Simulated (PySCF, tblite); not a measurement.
# C6H11FSi2: geometry, infrared bands and NMR shifts

What infrared bands and NMR shifts should C6H11FSi2 (`C#C[SiH2][Si@H]1C[C@H](CF)C1`) show?

Computed with tblite 0.8.0 and PySCF 2.14.0, with density-fitted response routines of our own, on a single molecule in the gas phase. Atoms are numbered from 0 throughout.

### Step 1. The starting structure

20 atoms, charge 0, multiplicity 1; geometry from: force field or distance geometry start.

Bonds of the start (Å): C0–C1 1.22, C1–Si2 1.82, Si2–Si3 2.22, Si3–C4 1.87, C4–C5 1.51, C5–C6 1.50, C6–F7 1.38, C5–C8 1.51, C8–Si3 1.85, C0–H9 1.04, Si2–H10 1.49, Si2–H11 1.47, Si3–H12 1.45, C4–H13 1.10, C4–H14 1.10, C5–H15 1.13, C6–H16 1.09, C6–H17 1.13, C8–H18 1.12, C8–H19 1.11.

### Step 2. Geometry optimisation with GFN2-xTB

What the job is given:

```
{"job": {"kind": "relax", "xc": "GFN2-xTB", "basis": "xTB"}, "charge": 0, "multiplicity": 1}
C      4.707700     0.741800    -0.626400
C      3.710100     0.095200    -0.351900
Si     2.263300    -0.905100     0.101400
Si     0.391300     0.206700    -0.318900
C     -1.004200    -0.969200    -0.724100
C     -1.957600    -0.179500     0.134100
C     -2.656400     0.922000    -0.615900
F     -3.500300     1.601800     0.242900
C     -0.848000     0.272800     1.057400
H      5.555500     1.302000    -0.867100
H      2.209300    -2.148800    -0.714200
H      2.260900    -1.327900     1.505900
H      0.495900     1.388000    -1.160500
H     -0.803500    -1.952100    -0.261900
H     -1.275700    -0.947700    -1.793200
H     -2.654100    -0.898400     0.650800
H     -1.944300     1.571800    -1.131700
H     -3.337700     0.401600    -1.346100
H     -0.621300    -0.441100     1.893900
H     -0.996100     1.276700     1.502900
```

Started as:

```sh
$ OMP_NUM_THREADS=1 python probes_run.py task.json out
```

The driver reads the jobs from task.json and runs them one after another.

**Question.** This job is followed by: GFN2-xTB harmonic vibrations, gas phase; GIAO PBE0/pcSseg-1 NMR shielding, non-relativistic, gas phase. Predict these results of the whole session: strongest single infrared mode (GFN2-xTB); zero-point energy (GFN2-xTB); ¹³C shifts against TMS (PBE0/pcSseg-1, means over atoms taken as alike); ¹H shifts against TMS (PBE0/pcSseg-1, means over atoms taken as alike); ²⁹Si shifts against TMS (PBE0/pcSseg-1); ¹⁹F shifts against CFCl3 (PBE0/pcSseg-1).

**Answer**, as computed:

| quantity | value |
| --- | --- |
| strongest single infrared mode (GFN2-xTB) | 2182 cm⁻¹, 414 km/mol |
| zero-point energy (GFN2-xTB) | 90.9 kcal/mol |
| ¹³C shifts against TMS (PBE0/pcSseg-1, means over atoms taken as alike) | 106.8, 90.5, 83.4, 37.5, 12.3 ppm |
| ¹H shifts against TMS (PBE0/pcSseg-1, means over atoms taken as alike) | 5.13, 4.64, 4.46, 2.84, 1.98, 1.54, 1.11 ppm |
| ²⁹Si shifts against TMS (PBE0/pcSseg-1) | -32.8, -98.1 ppm |
| ¹⁹F shifts against CFCl3 (PBE0/pcSseg-1) | -242.8 ppm |

What this shows: The optimisation took 101 steps and gained 0.799 eV; among the close pairs (by a distance rule), Si2–Si3 changed most, from 2.217 to 2.310 Å. No mode is imaginary among the 54: a minimum at this level. The strongest single mode, at 2182 cm⁻¹, moves mainly H10 and H11. Unscaled tight-binding wavenumbers are off by several per cent, some by more. Its intensities can rank the bands wrongly. At PBE0/pcSseg-1: The widest tensor belongs to C1: span 285 ppm, with a paramagnetic part of -154 ppm.
